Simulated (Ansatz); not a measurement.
# HfN (Fm-3m): equation of state with a fit, by script

Where is the equilibrium volume of HfN (Fm-3m), and how stiff is it? A script is to give an equation of state with a fit; the system is HfN (Fm-3m).

Computed with the Python package of Ansatz 0.2.0. Level of theory: DFT PBE, plane waves, PAW.

## (1) The system

Symmetry: Fm-3m, No. 225, cubic system. The conventional cell has a = 4.512 Å, b = 4.512 Å, c = 4.512 Å, α = 90.00°, β = 90.00°, γ = 90.00°. Around Hf (site symmetry m-3m) lie 6 N at 2.26 Å. N (site symmetry m-3m) is surrounded by 6 Hf at 2.26 Å.

The script holds or builds the structure itself.

## (2) The code

Input file eos_hfn.py:

```python
"""Energy against volume for HfN, with a fit."""

import ansatz as az
import numpy as np
from pymatgen.analysis.eos import EOS

VECTORS = np.array([
    [0.0, 2.256, 2.256],
    [2.256, 0.0, 2.256],
    [2.256, 2.256, 0.0],
])
SITES = [
    ("Hf", [0.0, 0.0, 0.0]),
    ("N", [0.5, 0.5, 0.5]),
]


def build(cell):
    crystal = az.Crystal(lattice=az.Lattice.of(cell))
    for symbol, position in SITES:
        crystal = crystal.atom(symbol, position)
    return crystal

# scale the volume, keep shape and fractions
volumes, energies, pressures = [], [], []
for scale in np.linspace(0.94, 1.06, 7):
    cell = VECTORS * scale ** (1 / 3)
    job = (
        build(cell).calculation()
        .functional("pbe")
        .pseudopotentials("paw")
        .occupations("Marzari-Vanderbilt", width=0.1)
        .basis(500)  # plane waves up to this kinetic energy
        .kpoints(9, 9, 9)  # sampling of the Brillouin zone
        .stress()
    )
    rep = job.run(threads=1).report
    volumes.append(abs(np.linalg.det(cell)) / len(SITES))
    energies.append(rep["free_energy_ev"] / len(SITES))
    pressures.append(np.trace(rep["stress_gpa"]) / 3)
    print(f"V = {volumes[-1]:8.4f} A^3/atom  F = {energies[-1]:.5f} eV/atom  P = {pressures[-1]:8.3f} GPa")

for form in ["vinet", "pourier_tarantola"]:
    fit = EOS(eos_name=form).fit(volumes, energies)
    print(f"{form:18s} V0 {fit.v0:8.4f} A^3/atom  B0 {fit.b0_GPa:7.1f} GPa  B1 {fit.b1:5.2f}")
```

## (3) The calls as engine input

The engine receives this input (first run):

```yaml
crystal:
  lattice:
    - [0.0, 2.2099462612623064, 2.2099462612623064]
    - [2.2099462612623064, 0.0, 2.2099462612623064]
    - [2.2099462612623064, 2.2099462612623064, 0.0]
  atoms:
    - { symbol: Hf, position: [0.0, 0.0, 0.0] }
    - { symbol: "N", position: [0.5, 0.5, 0.5] }
basis:
  ecutwfc: 500.0
kpoints:
  mp_grid:
    grid: [9, 9, 9]
hamiltonian:
  xc: pbe
  pseudopotentials:
    kind: paw
scf:
  occupations:
    method: cold
    width: 0.1
output:
  stress: true
```

## (4) Launch

Run with:

```bash
> python eos_hfn.py
```

**Question.** Where does the minimum lie against the volume typed, and how stiff is the crystal?

**Answer**, as computed:

| quantity | value |
| --- | --- |
| runs compared | 7 |
| range of energy | 75.11 meV/atom |
| lowest point, volume (Å³/atom) | 11.712 |
| equilibrium volume (fit) | 11.76 Å³/atom |
| bulk modulus (fit) | 263 GPa |

In words: A third-order Birch-Murnaghan fit through the 7 points (the script's own form differs a little) has its minimum at 11.76 Å³ an atom, 2.4 % above the typed cell, with a bulk modulus of 263 GPa and dB/dP = 4.3. From that minimum the energy rises by 75.2 meV an atom on the compressed side and 11.3 meV on the expanded side. What to keep in mind:
- The run is spin-unpolarised.
- For a metal this k-point mesh is coarse: on a finer one energies can move by several to tens of meV an atom and pressures by half a GPa or more, differences at one mesh by less.
- Pressure is positive in compression.
- Spin-orbit coupling, which matters for elements this heavy, is left out.
- At these settings the cell as given stands under about 7 GPa, so it isn't at this functional's equilibrium volume.
